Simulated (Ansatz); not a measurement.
# CH6OSi + H2: a complex and its separated parts

Aim: how far the complex at one end of a reaction step lies below its separated, relaxed parts, level by level.

Program: Ansatz 0.2.0, Gaussian basis. Level of theory: PBE0-D4/def2-TZVP structures, single points in def2-TZVPP, no counterpoise correction. These are calculated values, not measurements.

Levels: SPW92, PBE-D4, BLYP-D4, r2SCAN-D4, B97M-V, PBE0-D4, B3LYP-D4, r2SCAN0-D4, BHLYP-D4, CAM-B3LYP-D4, wB97X-V, wB97M-V, B2PLYP, PBE-QIDH, RPA on PBE, Hartree-Fock, MP2, CCSD, CCSD(T).

Correlated methods freeze the cores. B3LYP uses VWN-RPA correlation. B2PLYP carries no dispersion term here.

94 further runs of the same task are left out: 94 set aside as unsound or not needed.

### Step 1. The starting structure

The complex: 11 atoms, charge 0, spin multiplicity 1.

Atoms are counted from 1 here; the program's logs count them from 0.

Bond lengths: Si1–H3 1.492 Å, Si1–H4 1.492 Å, Si1–O5 1.654 Å, Si1–C7 1.854 Å, H2–H6 0.748 Å, O5–H8 0.958 Å, C7–H9 1.092 Å, C7–H10 1.093 Å, C7–H11 1.092 Å. Angles: H3–Si1–H4 107.3°, H3–Si1–O5 110.4°, H3–Si1–C7 111.0°, H4–Si1–O5 110.4°, H4–Si1–C7 111.0°, O5–Si1–C7 106.8°, Si1–O5–H8 117.8°, Si1–C7–H9 110.8°, Si1–C7–H10 110.4°, Si1–C7–H11 110.8°, H9–C7–H10 108.3°, H9–C7–H11 108.3°, H10–C7–H11 108.3°.

Coordinates:

```
Si   -0.4711    1.0103   -0.3433
H     1.0456   -1.4356    1.9721
H     0.2439    2.1532   -0.9820
H    -1.9305    1.3152   -0.3955
O     0.0237    0.8226    1.2233
H     1.3301   -2.1106    2.1228
C    -0.0937   -0.5810   -1.2176
H    -0.1003    1.5594    1.8220
H     0.9766   -0.7965   -1.1847
H    -0.3995   -0.5228   -2.2654
H    -0.6247   -1.4141   -0.7517
```

Its parts: CH6OSi holds atoms 1, 3, 4, 5, 7, 8, 9, 10, 11; H2 holds atoms 2, 6. Each part counts its atoms afresh in its own runs.

### Step 2. Relaxing CH6OSi alone

Contents of relax-a/in.yaml:

```yaml
crystal:
  periodic: [false, false, false]
  atoms:
    - {symbol: Si, position_ang: [-0.471127, 1.010288, -0.343325]}
    - {symbol: H, position_ang: [0.243929, 2.153151, -0.982026]}
    - {symbol: H, position_ang: [-1.930466, 1.315223, -0.395538]}
    - {symbol: O, position_ang: [0.023686, 0.822571, 1.223261]}
    - {symbol: C, position_ang: [-0.093688, -0.581023, -1.217574]}
    - {symbol: H, position_ang: [-0.100350, 1.559412, 1.822023]}
    - {symbol: H, position_ang: [0.976621, -0.796455, -1.184729]}
    - {symbol: H, position_ang: [-0.399472, -0.522755, -2.265363]}
    - {symbol: H, position_ang: [-0.624748, -1.414081, -0.751690]}
basis:
  gaussian: {orbitals: def2-TZVP}
hamiltonian: {xc: pbe0, dispersion: d4}
relax: {f_tol: 0.005, max_steps: 200}
```

Run with:

```console
ansatz run in.yaml --threads 4 --pin off --events-out ev --progress --plain --max-ram 9574MiB
```

After this run come: Relaxing H2 alone; SPW92/def2-TZVPP; PBE-D4/def2-TZVPP; BLYP-D4/def2-TZVPP; r2SCAN-D4/def2-TZVPP; B97M-V/def2-TZVPP; PBE0-D4/def2-TZVPP; B3LYP-D4/def2-TZVPP; r2SCAN0-D4/def2-TZVPP; BHLYP-D4/def2-TZVPP; CAM-B3LYP-D4/def2-TZVPP; wB97X-V/def2-TZVPP; wB97M-V/def2-TZVPP; B2PLYP/def2-TZVPP; PBE-QIDH/def2-TZVPP; RPA on PBE/def2-TZVPP; CCSD(T)/def2-TZVPP; Vibrations of CH6OSi; Vibrations of H2.

What does the calculation give? Wanted: complex less parts, CCSD(T)/def2-TZVPP; with zero-point energy; largest T1 diagnostic.

As calculated:

| quantity | value |
| --- | --- |
| complex less parts, CCSD(T)/def2-TZVPP | -3.3 kJ/mol |
| with zero-point energy | +1.5 kJ/mol |
| largest T1 diagnostic | 0.010 |

**Reading.** At CCSD(T) the complex lies 3.3 kJ/mol below its parts. Among the functionals r2SCAN0-D4 lands nearest to CCSD(T) (0.0 kJ/mol) and SPW92 farthest (-4.2 kJ/mol). By rung, the mean size of the error is: LDA 4.2, GGA 1.1, meta-GGA 0.4, hybrid 0.7, range-separated hybrid 0.8, double hybrid 0.8 kJ/mol. PBE-D4 gives a relative energy 1.8 kJ/mol too low, an error of 55 % of the reference. No counterpoise was applied, and triple zeta lacks some correlation, so the CCSD(T) reference has a basis error of its own, and close matches with it are partly luck.
